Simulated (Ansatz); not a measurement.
# PrAl3Mo2: the cost of one run

Program: Ansatz 0.2.0. Level of theory: DFT PBE, scalar-relativistic, plane waves, PAW; 4f electrons in the core of a trivalent norm-conserving potential. These are calculated values, not measurements.

2 further runs of the same task are left out: 2 that didn't finish.

### 1 Starting point

Symmetry: P6/mmm, No. 191, hexagonal system. Conventional cell: a = 6.003 Å, b = 6.003 Å, c = 3.747 Å, α = 90.00°, β = 90.00°, γ = 120.00°. Pr (site symmetry 6/mmm) is surrounded by 6 Al at 3.00 Å. Al (site symmetry mmm) has 2 Mo at 1.73 Å in its first shell of neighbours. Mo (site symmetry -6m2) is surrounded by 3 Al at 1.73 Å.

Coordinates:

```
Pr Al Mo
1.0
     6.00344    0.00000    0.00000
    -3.00172    5.19913    0.00000
     0.00000    0.00000    3.74706
Pr Al Mo
1 3 2
Direct
  0.00000 0.00000 0.50000
  0.50000 0.00000 0.50000
  0.00000 0.50000 0.50000
  0.50000 0.50000 0.50000
  0.33333 0.66667 0.50000
  0.66667 0.33333 0.50000
```

Recipe of the guess: random cell by space group and Wyckoff sites (P6/mmm, No. 191). Lengths come from tabulated atomic sizes and are only a guess.

### 2 A first look at the guess

File input.yaml:

```yaml
crystal:
  lattice:
    - [6.00343771, 0.0, 0.0]
    - [-3.00171886, 5.19912957, 0.0]
    - [0.0, 0.0, 3.74706086]
  atoms:
    - { symbol: Pr, position: [0.0, 0.0, 0.5] }
    - { symbol: Al, position: [0.5, 0.0, 0.5] }
    - { symbol: Al, position: [0.0, 0.5, 0.5] }
    - { symbol: Al, position: [0.5, 0.5, 0.5] }
    - { symbol: Mo, position: [0.33333333, 0.66666667, 0.5] }
    - { symbol: Mo, position: [0.66666667, 0.33333333, 0.5] }
basis:
  ecutwfc: 660
kpoints:
  mp_grid: { grid: [3, 3, 4] }
hamiltonian:
  xc: pbe
  pseudopotentials:
    kind: paw
    azcp: { Pr: "pseudopotentials/pbe/nc/lanthanide_3plus/Pr.nc.azcp" }
scf:
  occupations: { method: gaussian, width: 0.1 }
  lower_state_search: "off"
output:
  forces: true
  stress: true
  eigenvalues: true
```

Run with:

```console
$ ansatz run input.yaml --threads 1 --pin off --max-ram 2560MiB --backend cpu --events-out ev --progress --plain --runs-dir out
```

**Question.** How long does this run take on 1 thread of Arm Neoverse N1, shared host, and how much memory does it need?

About 7.2 s, with a peak of 0.4 GiB.
